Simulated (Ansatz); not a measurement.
# Cu: energy and stress against strain

Aim: for Cu, strain the cell along the Voigt pattern (1, 0, 0, 0, 0, 0).

Program: Ansatz 0.2.0. Level of theory: DFT r2SCAN, scalar-relativistic, plane waves, PAW. These are calculated values, not measurements.

**1. The system as given**

It takes space group P6_3/mmc (No. 194, hexagonal). The conventional cell has a = 2.534 Å, b = 2.534 Å, c = 4.113 Å, α = 90.00°, β = 90.00°, γ = 120.00°. Cu (site symmetry -6m2) is surrounded by 12 Cu at 2.52 to 2.53 Å.

As a file:

```cif
data_structure
_symmetry_space_group_name_H-M 'P6_3/mmc'
_symmetry_Int_Tables_number 194
_cell_length_a 2.5341
_cell_length_b 2.5341
_cell_length_c 4.1126
_cell_angle_alpha 90.000
_cell_angle_beta 90.000
_cell_angle_gamma 120.000
_cell_volume 22.87
loop_
_atom_site_label
_atom_site_type_symbol
_atom_site_symmetry_multiplicity
_atom_site_Wyckoff_symbol
_atom_site_fract_x
_atom_site_fract_y
_atom_site_fract_z
_atom_site_occupancy
Cu1 Cu 2 c 0.33333 0.66667 0.25000 1
```

It goes back to an entry of the Materials Project, which need not be the stable form.

The cell is taken as given, not relaxed at this level.

**2. Zero of energy**

Reference values: F = -13262.4601 eV; pressure 0.22 GPa; largest force 0.000 eV/Å; gap on the mesh none (metal). It was computed beforehand with the settings of the runs below.

**3. Setting up energy and stress against strain**

The cell is strained by ε times the Voigt pattern (1, 0, 0, 0, 0, 0) (xx, yy, zz, yz, xz, xy; engineering shear), with fractional coordinates fixed (clamped ions). The stress on the pattern is the sum of the stress components weighted by it, tension positive.

**4. Point ε = -0.0600**

Input file input.yaml:

```yaml
crystal:
  lattice:
    - [2.3820508696, 0.0, 0.0]
    - [-1.1910254348, 2.1945920917, 0.0]
    - [0.0, 0.0, 4.112571]
  atoms:
    - { symbol: Cu, position: [0.3333333333, 0.6666666667, 0.25] }
    - { symbol: Cu, position: [0.6666666667, 0.3333333333, 0.75] }
basis:
  ecutwfc: 500
kpoints:
  mp_grid: { grid: [24, 24, 12] }
hamiltonian:
  xc: r2scan
scf:
  occupations: { method: gaussian, width: 0.15 }
output:
  forces: true
  stress: true
  eigenvalues: true
```

Command:

```
> ansatz run input.yaml --threads 1 --pin off --max-ram 2560MiB --backend cpu --events-out ev --progress --plain --runs-dir out
```

The log of the run, shortened:

```text
Warning: RAYON_NUM_THREADS=1 ignored (pool sized by the plan → 1); use --threads N
[...]
Pseudopotentials: kind: paw
Pseudopotential: Cu, paw, valence charge 19, recommended cutoff 500 eV (meta_gga), Cu.paw.azcp
Functional definition: r2SCAN
[...]
Crystal: 2 atoms, lattice volume = 21.499 Å³
Basis set: ecut = 500 eV, 555 PW (Γ), exchange–correlation on 72×80×120 points (64 copies of the dense FFT grid, shifted against one another)
Bands: 23, of which v1, the nominal top of the filled ones, is band 19 counted from 1 (18 counted from 0)
Symmetry: 8 space group operations
Space group: Cmcm (ITA 63), of the structure as read, at distance tolerance 2.8e-5 Å
k-points: 1099 of 6912
[...]
SCF iter   1: F=—  HF=-13262.413598 eV  |F-HF|=—  |Δ(HF+E_count)|=         —  Δρ=3.92e-2  dr2=1.78e-1  dr2_τ=1.19e-3  ethr=1.77e-3  ⟨swp⟩=4.9  Hψ=92295  notcnv=0
[...]
SCF iter   6: F=-13262.382550 eV  HF=-13262.382550 eV  |F-HF|=1.20e-7  |Δ(HF+E_count)|=   7.32e-6  Δρ=2.93e-5  dr2=4.52e-8  dr2_τ=5.68e-9  ethr=2.63e-10  ⟨swp⟩=7.3  Hψ=127513  notcnv=0
[...]
SCF converged after 6 iterations
Free energy (F): -13262.382550 eV
[...]
E sigma→0 (E₀):  -13262.379447 eV
Entropy (-TS):   -0.006207 eV (-3.103 meV/atom)
Fermi energy:    18.696742 eV
[...]
--- Forces (eV/Å), atoms counted from 1 ---
  atom   1  Cu     0.00000000     0.12988695     0.00000000
  atom   2  Cu     0.00000000    -0.12988695     0.00000000
[...]
--- Stress (GPa, compression-positive) ---
       20.512502       0.000000       0.000000
        0.000000       8.314448       0.000000
        0.000000       0.000000       8.992545
  P = ⅓ Tr σ = 12.6065 GPa (126.065 kbar)
--- Band table (eV; the first three rows and the last of 1099) ---
  k-point 0: bands = ["-98.0135", "-97.9941", "-53.8884", "-53.7745", "-53.7642", "-53.7543", "-53.7444", "-53.7410", "8.1778", "12.7938", "15.0334", "15.1133", "15.3152", "15.5681", "15.7626", "15.9006", "16.0137", "16.7183", "16.8026", "17.0482", "22.7858", "40.8147", "43.2171"]
[...]
```

Wall time 69 s (1 thread of Intel Xeon at 2.50GHz (Skylake/Cascade Lake), shared host); peak memory 0.82 GiB.

**5. Point ε = 0.0450**

Edit input.yaml of step 4 so:

```diff
@@ -2,4 +2,4 @@
   lattice:
-    - [2.3820508696, 0.0, 0.0]
-    - [-1.1910254348, 2.1945920917, 0.0]
+    - [2.6481310199, 0.0, 0.0]
+    - [-1.32406551, 2.1945920917, 0.0]
     - [0.0, 0.0, 4.112571]
```

Command:

```
> ansatz run input.yaml --threads 1 --pin off --max-ram 2560MiB --backend cpu --events-out ev --progress --plain --runs-dir out
```

The log of the run, shortened:

```text
Warning: RAYON_NUM_THREADS=1 ignored (pool sized by the plan → 1); use --threads N
[...]
Pseudopotentials: kind: paw
Pseudopotential: Cu, paw, valence charge 19, recommended cutoff 500 eV (meta_gga), Cu.paw.azcp
Functional definition: r2SCAN
[...]
Crystal: 2 atoms, lattice volume = 23.900 Å³
Basis set: ecut = 500 eV, 599 PW (Γ), exchange–correlation on 80×80×120 points (64 copies of the dense FFT grid, shifted against one another)
Bands: 23, of which v1, the nominal top of the filled ones, is band 19 counted from 1 (18 counted from 0)
Symmetry: 8 space group operations
Space group: Cmcm (ITA 63), of the structure as read, at distance tolerance 2.9e-5 Å
k-points: 1099 of 6912
[...]
SCF iter   1: F=—  HF=-13262.463060 eV  |F-HF|=—  |Δ(HF+E_count)|=         —  Δρ=4.04e-2  dr2=2.15e-1  dr2_τ=1.67e-3  ethr=1.77e-3  ⟨swp⟩=4.7  Hψ=91304  notcnv=0
[...]
SCF iter   7: F=-13262.424801 eV  HF=-13262.424801 eV  |F-HF|=2.41e-9  |Δ(HF+E_count)|=   1.31e-7  Δρ=4.69e-6  dr2=3.37e-9  dr2_τ=2.50e-11  ethr=2.63e-10  ⟨swp⟩=5.4  Hψ=103325  notcnv=0
[...]
SCF converged after 7 iterations
Free energy (F): -13262.424801 eV
[...]
E sigma→0 (E₀):  -13262.421281 eV
Entropy (-TS):   -0.007041 eV (-3.520 meV/atom)
Fermi energy:    16.304085 eV
[...]
--- Forces (eV/Å), atoms counted from 1 ---
  atom   1  Cu     0.00000000    -0.07989880     0.00000000
  atom   2  Cu    -0.00000000     0.07989880     0.00000000
[...]
--- Stress (GPa, compression-positive) ---
       -9.661483      -0.000000       0.000000
       -0.000000      -5.378475       0.000000
        0.000000       0.000000      -2.588819
  P = ⅓ Tr σ = -5.8763 GPa (-58.763 kbar)
--- Band table (eV; the first three rows and the last of 1099) ---
  k-point 0: bands = ["-100.0899", "-100.0749", "-55.9698", "-55.8753", "-55.8702", "-55.8563", "-55.8554", "-55.8519", "6.6768", "11.1876", "13.1317", "13.3278", "13.3872", "13.4412", "13.6495", "13.6806", "13.7260", "14.5070", "14.5526", "15.5398", "20.6182", "37.3742", "37.4695"]
[...]
```

Run time: 2 min. Hardware: 1 thread of Intel Xeon at 2.50GHz (Skylake/Cascade Lake), shared host; peak memory 0.87 GiB.

**6. Point ε = -0.0300**

Edit input.yaml of step 5 so:

```diff
@@ -2,4 +2,4 @@
   lattice:
-    - [2.6481310199, 0.0, 0.0]
-    - [-1.32406551, 2.1945920917, 0.0]
+    - [2.4580737697, 0.0, 0.0]
+    - [-1.2290368849, 2.1945920917, 0.0]
     - [0.0, 0.0, 4.112571]
```

Command:

```
> ansatz run input.yaml --threads 1 --pin off --max-ram 2560MiB --backend cpu --events-out ev --progress --plain --runs-dir out
```

The log of the run, shortened:

```text
[...]
SCF converged after 7 iterations
Free energy (F): -13262.443432 eV
[...]
E sigma→0 (E₀):  -13262.440149 eV
Entropy (-TS):   -0.006567 eV (-3.283 meV/atom)
Fermi energy:    17.937084 eV
[...]
--- Forces (eV/Å), atoms counted from 1 ---
  atom   1  Cu    -0.00000000     0.06580954     0.00000000
  atom   2  Cu     0.00000000    -0.06580954     0.00000000
[...]
--- Stress (GPa, compression-positive) ---
        8.577074       0.000000       0.000000
        0.000000       3.593473       0.000000
        0.000000       0.000000       4.878063
  P = ⅓ Tr σ = 5.6829 GPa (56.829 kbar)
--- Band table (eV; the first three rows and the last of 1099) ---
  k-point 0: bands = ["-98.6516", "-98.6336", "-54.5290", "-54.4193", "-54.4149", "-54.3994", "-54.3954", "-54.3922", "7.7097", "12.3038", "14.5602", "14.5874", "14.8081", "14.8082", "15.0207", "15.2374", "15.2856", "16.0539", "16.0921", "16.5782", "22.1116", "40.2949", "41.7210"]
[...]
```

Wall time 2 min (1 thread of Intel Xeon at 2.50GHz (Skylake/Cascade Lake), shared host); peak memory 0.83 GiB.

**7. ε = 0.0150**

Edit input.yaml of step 6 so:

```diff
@@ -2,4 +2,4 @@
   lattice:
-    - [2.4580737697, 0.0, 0.0]
-    - [-1.2290368849, 2.1945920917, 0.0]
+    - [2.5721081199, 0.0, 0.0]
+    - [-1.2860540599, 2.1945920917, 0.0]
     - [0.0, 0.0, 4.112571]
```

Command:

```
> ansatz run input.yaml --threads 1 --pin off --max-ram 2560MiB --backend cpu --events-out ev --progress --plain --runs-dir out
```

The log of the run, shortened:

```text
Warning: RAYON_NUM_THREADS=1 ignored (pool sized by the plan → 1); use --threads N
[...]
Pseudopotentials: kind: paw
Pseudopotential: Cu, paw, valence charge 19, recommended cutoff 500 eV (meta_gga), Cu.paw.azcp
Functional definition: r2SCAN
[...]
Crystal: 2 atoms, lattice volume = 23.214 Å³
Basis set: ecut = 500 eV, 595 PW (Γ), exchange–correlation on 80×80×120 points (64 copies of the dense FFT grid, shifted against one another)
Bands: 23, of which v1, the nominal top of the filled ones, is band 19 counted from 1 (18 counted from 0)
Symmetry: 8 space group operations
Space group: Cmcm (ITA 63), of the structure as read, at distance tolerance 2.9e-5 Å
k-points: 1099 of 6912
[...]
SCF iter   1: F=—  HF=-13262.491544 eV  |F-HF|=—  |Δ(HF+E_count)|=         —  Δρ=4.01e-2  dr2=2.04e-1  dr2_τ=1.51e-3  ethr=1.77e-3  ⟨swp⟩=4.9  Hψ=91873  notcnv=0
[...]
SCF iter   7: F=-13262.455165 eV  HF=-13262.455165 eV  |F-HF|=1.78e-9  |Δ(HF+E_count)|=   1.60e-7  Δρ=4.55e-6  dr2=3.19e-9  dr2_τ=2.36e-11  ethr=2.63e-10  ⟨swp⟩=5.1  Hψ=102727  notcnv=0
[...]
SCF converged after 7 iterations
Free energy (F): -13262.455165 eV
[...]
E sigma→0 (E₀):  -13262.452140 eV
Entropy (-TS):   -0.006051 eV (-3.025 meV/atom)
Fermi energy:    16.921475 eV
[...]
--- Forces (eV/Å), atoms counted from 1 ---
  atom   1  Cu    -0.00000000    -0.02951582     0.00000000
  atom   2  Cu     0.00000000     0.02951582     0.00000000
[...]
--- Stress (GPa, compression-positive) ---
       -4.098398       0.000000       0.000000
        0.000000      -2.152126       0.000000
        0.000000       0.000000       0.067975
  P = ⅓ Tr σ = -2.0608 GPa (-20.608 kbar)
--- Band table (eV; the first three rows and the last of 1099) ---
  k-point 0: bands = ["-99.5397", "-99.5236", "-55.4188", "-55.3173", "-55.3163", "-55.2981", "-55.2973", "-55.2961", "7.0685", "11.6166", "13.7666", "13.8165", "13.8777", "14.0052", "14.1004", "14.2882", "14.3072", "15.1107", "15.1279", "15.9337", "21.1852", "38.9025", "39.2582"]
[...]
```

Run time: 2.1 min. Hardware: 1 thread of Intel Xeon at 2.50GHz (Skylake/Cascade Lake), shared host; peak memory 0.86 GiB.

**8. Results of the scan**

All points in order; energies are free energies above the reference cell:

| ε | ΔE (meV/atom) | stress on the pattern (GPa) | pressure (GPa) |
| --- | --- | --- | --- |
| -0.0600 | 38.8 | -20.51 | 12.6 |
| -0.0300 | 8.3 | -8.58 | 5.7 |
| 0.0000 | 0.0 | 0.42 | 0.2 |
| 0.0150 | 2.5 | 4.10 | -2.1 |
| 0.0450 | 17.6 | 9.66 | -5.9 |

**9. Summary of results**

```
                                                              quantity    value
slope of the stress at ε = 0, from the points at -0.0300, 0 and 0.0150  263 GPa
```

From the stress slope, C11 is about 263 GPa with the ions clamped; letting the atoms relax could not make it stiffer. The step is wide, so higher orders mix in. The undisturbed cell stays the lowest of the sampled points.
